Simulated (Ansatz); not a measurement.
# BH₇SSi₂: small, medium and large basis sets

The task here is to estimate one member of a computed series from the others.

The runs use Ansatz 0.2.0, Gaussian basis; one geometry, several basis sets.

The runs, in order: PBE0-D4/def2-SVP; ωB97M-V/def2-SVP; PBE0-D4/def2-QZVPP; ωB97M-V/def2-QZVPP; the functionals' def2-TZVPP values are taken from earlier runs.

### Structure used throughout

An earlier PBE0-D4 in a triple-zeta def2 set relaxation fixed the geometry.

11 atoms, charge 0, spin multiplicity 1.

Atoms are counted from 1 here; the program's logs count them from 0.

Bond lengths: B1–Si2 2.075 Å, B1–Si4 2.075 Å, B1–H5 1.215 Å, B1–H6 1.198 Å, B1–H10 1.215 Å, Si2–S3 2.143 Å, Si2–H7 1.478 Å, Si2–H8 1.481 Å, S3–Si4 2.143 Å, Si4–H9 1.481 Å, Si4–H11 1.478 Å. Angles: Si2–B1–Si4 72.4°, Si2–B1–H5 75.4°, Si2–B1–H6 107.6°, Si2–B1–H10 132.4°, Si4–B1–H5 132.4°, Si4–B1–H6 107.6°, Si4–B1–H10 75.3°, H5–B1–H6 115.0°, H5–B1–H10 103.5°, H6–B1–H10 115.0°, B1–Si2–S3 107.5°, B1–Si2–H7 102.0°, B1–Si2–H8 112.0°, S3–Si2–H7 113.0°, S3–Si2–H8 110.5° and more.

The first run:

The input, in.yaml:

```yaml
crystal:
  periodic: [false, false, false]
  atoms:
    - {symbol: B, position_ang: [-0.989390, 0.384417, -0.245277]}
    - {symbol: Si, position_ang: [1.040506, 0.808239, -0.320738]}
    - {symbol: S, position_ang: [2.032399, -0.559212, 0.998394]}
    - {symbol: Si, position_ang: [0.015846, -1.195541, 0.648566]}
    - {symbol: H, position_ang: [-0.835821, 0.959010, -1.304956]}
    - {symbol: H, position_ang: [-1.467036, 1.050992, 0.627513]}
    - {symbol: H, position_ang: [1.079687, 2.205576, 0.158497]}
    - {symbol: H, position_ang: [1.581500, 0.688039, -1.694227]}
    - {symbol: H, position_ang: [-0.004446, -2.413602, -0.193762]}
    - {symbol: H, position_ang: [-1.632333, -0.601403, -0.548158]}
    - {symbol: H, position_ang: [-0.755613, -1.383516, 1.894848]}
basis:
  gaussian: {orbitals: def2-SVP}
hamiltonian: {xc: pbe0, dispersion: d4}
output: {orbitals: {seedname: orbitals}}
```

Launch:

```bash
$ ansatz run in.yaml --threads 4 --pin off --events-out ev --progress --plain --max-ram 10444MiB
```

Among the steps run: PBE0-D4 in def2-SVP; ωB97M-V in def2-SVP; PBE0-D4 in def2-QZVPP; ωB97M-V in def2-QZVPP.

One table of the session follows, with a row left open; its other results are not shown here.

It belongs to the step «Density functionals: the series». 

| functional | basis | HOMO (eV) |
| --- | --- | --- |
| PBE0-D4 | def2-SVP | -7.54 |
| PBE0-D4 | def2-TZVPP | ? |
| PBE0-D4 | def2-QZVPP | -7.59 |
| ωB97M-V | def2-SVP | -9.63 |
| ωB97M-V | def2-TZVPP | -9.72 |
| ωB97M-V | def2-QZVPP | -9.74 |

Q: Estimate the row for PBE0-D4, def2-TZVPP from the others.

As computed: HOMO (eV): -7.57. In the column «HOMO (eV)» it lies between PBE0-D4, def2-QZVPP (-7.59) and PBE0-D4, def2-SVP (-7.54).
